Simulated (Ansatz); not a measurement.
**ClH9O12Si3Sn: small, medium and large basis sets**

An exercise on one series of results from a longer session: the logs are not shown, and one member is left open.

Method: one geometry, several basis sets; program: Ansatz 0.2.0, Gaussian basis.

Levels to be run: PBE0-D4/def2-SVP; ωB97M-V/def2-SVP; PBE0-D4/def2-QZVPP; ωB97M-V/def2-QZVPP; the functionals' def2-TZVPP values are taken from earlier runs.

## Structure used throughout

All runs share one geometry, relaxed beforehand with PBE0-D4 in a triple-zeta def2 set. Sn takes the def2 core potential; no spin-orbit term is included.

SMILES `O[Si](O)(O)[O][Sn]([Cl])([O][Si](O)(O)O)[O][Si](O)(O)O`, 26 atoms, charge 0, spin multiplicity 1.

Atoms are counted from 1 here; the program's logs count them from 0.

Bond lengths: O1–Si2 1.620 Å, O1–H18 0.958 Å, Si2–O3 1.655 Å, Si2–O4 1.611 Å, Si2–O5 1.637 Å, O3–H19 0.960 Å, O4–H20 0.971 Å, O5–Sn6 1.925 Å, Sn6–Cl7 2.287 Å, Sn6–O8 1.940 Å, Sn6–O13 1.913 Å, O8–Si9 1.628 Å, Si9–O10 1.650 Å, Si9–O11 1.624 Å, Si9–O12 1.619 Å, O10–H21 0.960 Å, O11–H22 0.958 Å, O12–H23 0.971 Å and more. Angles: Si2–O1–H18 118.6°, O1–Si2–O3 107.1°, O1–Si2–O4 111.5°, O1–Si2–O5 110.5°, O3–Si2–O4 108.1°, O3–Si2–O5 108.0°, O4–Si2–O5 111.4°, Si2–O3–H19 116.7°, Si2–O4–H20 118.1°, Si2–O5–Sn6 127.1°, O5–Sn6–Cl7 109.2°, O5–Sn6–O8 109.0°, O5–Sn6–O13 109.3°, Cl7–Sn6–O8 111.5°, Cl7–Sn6–O13 113.7°, O8–Sn6–O13 104.0°, Sn6–O8–Si9 137.8°, O8–Si9–O10 104.2° and more.

The first run:

Contents of in.yaml:

```yaml
crystal:
  periodic: [false, false, false]
  atoms:
    - {symbol: O, position_ang: [-1.754001, 4.145222, 0.340482]}
    - {symbol: Si, position_ang: [-1.550538, 2.558541, 0.084699]}
    - {symbol: O, position_ang: [-2.276083, 1.766645, 1.344013]}
    - {symbol: O, position_ang: [-2.261121, 2.085389, -1.281536]}
    - {symbol: O, position_ang: [0.041100, 2.175489, 0.095206]}
    - {symbol: Sn, position_ang: [0.844910, 0.571097, 0.792388]}
    - {symbol: Cl, position_ang: [0.747269, 0.612198, 3.077422]}
    - {symbol: O, position_ang: [-0.087882, -0.968279, 0.068685]}
    - {symbol: Si, position_ang: [-1.626210, -1.429983, -0.196599]}
    - {symbol: O, position_ang: [-2.022682, -0.710999, -1.627987]}
    - {symbol: O, position_ang: [-1.725209, -3.035184, -0.419758]}
    - {symbol: O, position_ang: [-2.618182, -1.014339, 1.013665]}
    - {symbol: O, position_ang: [2.620578, 0.401776, 0.101682]}
    - {symbol: Si, position_ang: [3.368941, -1.004592, -0.278479]}
    - {symbol: O, position_ang: [2.510203, -1.840829, -1.385577]}
    - {symbol: O, position_ang: [4.840269, -0.733919, -0.906473]}
    - {symbol: O, position_ang: [3.516977, -1.782037, 1.146785]}
    - {symbol: H, position_ang: [-1.298041, 4.763569, -0.231025]}
    - {symbol: H, position_ang: [-2.123319, 2.121923, 2.222801]}
    - {symbol: H, position_ang: [-2.147218, 1.162009, -1.560584]}
    - {symbol: H, position_ang: [-2.790543, -1.074194, -2.075249]}
    - {symbol: H, position_ang: [-1.917035, -3.573169, 0.349650]}
    - {symbol: H, position_ang: [-2.674646, -0.072328, 1.242081]}
    - {symbol: H, position_ang: [1.567984, -1.930546, -1.209591]}
    - {symbol: H, position_ang: [4.882459, -0.548130, -1.845459]}
    - {symbol: H, position_ang: [3.932010, -2.645329, 1.138748]}
basis:
  gaussian: {orbitals: def2-SVP}
hamiltonian: {xc: pbe0, dispersion: d4}
output: {orbitals: {seedname: orbitals}}
```

Started as:

```sh
> ansatz run in.yaml --threads 11 --pin off --events-out ev --progress --plain --max-ram 174080MiB --backend cuda --devices 0, --max-vram 75GiB
```

Among the steps run: PBE0-D4 in def2-SVP; ωB97M-V in def2-SVP; PBE0-D4 in def2-QZVPP; ωB97M-V in def2-QZVPP.

One of the session's tables, all rows but one given; the rest of the session is left out.

It belongs to the step «Functionals by basis». 

| functional | basis | HOMO (eV) | LUMO (eV) |
| --- | --- | --- | --- |
| PBE0-D4 | def2-SVP | ? | ? |
| PBE0-D4 | def2-TZVPP | -9.05 | -2.26 |
| PBE0-D4 | def2-QZVPP | -9.11 | -2.31 |
| ωB97M-V | def2-SVP | -11.21 | 0.01 |
| ωB97M-V | def2-TZVPP | -11.52 | -0.25 |
| ωB97M-V | def2-QZVPP | -11.59 | -0.38 |

Estimate the missing values for PBE0-D4, def2-SVP.

The run gave: HOMO (eV): -8.77; LUMO (eV): -2.11. In the column «HOMO (eV)» it is the highest.
